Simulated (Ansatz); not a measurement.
# C2H5AlS: the cost of one run

Program: Ansatz 0.2.0 through its Python package. Level of theory: PBE/def2-SVP. These are calculated values, not measurements.

### Step 1. The structure

Bond lengths: C1–C2 1.305 Å, C2–Al3 1.952 Å, C2–S4 1.723 Å, C1–H5 1.067 Å, C1–H6 1.163 Å, Al3–H7 1.640 Å, Al3–H8 1.573 Å, S4–H9 1.421 Å. Angles: C1–C2–Al3 118.7°, C1–C2–S4 123.0°, Al3–C2–S4 118.2°, C2–C1–H5 126.4°, C2–C1–H6 118.4°, H5–C1–H6 115.1°, C2–Al3–H7 120.3°, C2–Al3–H8 122.0°, H7–Al3–H8 117.5°, C2–S4–H9 96.8°.

The script reads c2h5als.xyz:

```xyz
9

C    -0.06130    1.20770   -0.71750
C    -0.38630    0.13210   -0.05420
Al    0.84620   -1.38210   -0.06050
S    -1.83810   -0.00190    0.86450
H     0.81550    1.34600   -1.30920
H    -0.80990    2.09790   -0.72850
H     2.27720   -1.28150   -0.85440
H     0.56430   -2.69110    0.76560
H    -1.31920    0.52670    2.07700
```

### Step 2. Script

Contents of c2h5als.py:

```python
import ansatz as az
import numpy as np

BASIS_SET = "def2-SVP"
FUNCTIONAL = "pbe"

mol = az.Crystal.molecule_from_extxyz("c2h5als.xyz")

symbols = [site.symbol for site in mol.cartesian_sites]
start = np.array([site.position_ang for site in mol.cartesian_sites])
axis = (start[4] - start[0]) / np.linalg.norm(start[4] - start[0])
moving = [4]
lengths, energies = [0.939, 0.981, 1.024, 1.067, 1.109, 1.152, 1.195, 1.259], []
for length in lengths:
    xyz = start.copy()
    xyz[moving] += (length - np.linalg.norm(start[4] - start[0])) * axis
    point = az.Crystal.molecule()
    for symbol, place in zip(symbols, xyz):
        point = point.atom(symbol, place.tolist())
    calculation = (
        point.calculation()
        .basis(gaussian=BASIS_SET)
        .functional(FUNCTIONAL)
    )
    data = calculation.run().report
    energies.append(data["free_energy_ev"])
    print(f"r = {length:6.3f} A  E = {energies[-1]:.5f} eV  <S^2> = {abs(data['mean_field']['state']['spin_squared']):.3f}")

fit = np.polynomial.Polynomial.fit(lengths, np.array(energies) - min(energies), 4).convert()
roots = [r.real for r in fit.deriv().roots() if abs(r.imag) < 1e-9 and fit.deriv(2)(r.real) > 0]
r_e = min(roots, key=lambda r: abs(r - lengths[int(np.argmin(energies))]))
print(f"minimum of the fit at {r_e:.4f} A, force constant {fit.deriv(2)(r_e):.2f} eV/A^2")
```

### Step 3. The input behind the calls

The package turns the script's settings into the engine's input (first run):

```yaml
crystal:
  periodic: [false, false, false]
  atoms:
    - { symbol: C, position_ang: [-0.0613, 1.2077, -0.7175] }
    - { symbol: C, position_ang: [-0.3863, 0.1321, -0.0542] }
    - { symbol: Al, position_ang: [0.8462, -1.3821, -0.0605] }
    - { symbol: S, position_ang: [-1.8381, -0.0019, 0.8645] }
    - { symbol: H, position_ang: [0.7104778801990632, 1.3294345812403405, -1.238326838177219] }
    - { symbol: H, position_ang: [-0.8099, 2.0979, -0.7285] }
    - { symbol: H, position_ang: [2.2772, -1.2815, -0.8544] }
    - { symbol: H, position_ang: [0.5643, -2.6911, 0.7656] }
    - { symbol: H, position_ang: [-1.3192, 0.5267, 2.077] }
basis:
  gaussian:
    orbitals: def2-SVP
hamiltonian:
  xc: pbe
```

### Step 4. Running it

Launch:

```bash
$ python c2h5als.py
```

Q: Estimate wall time and peak memory on 1 thread of Arm Neoverse V1, shared host.

About 19 s, with a peak of 0.17 GiB.
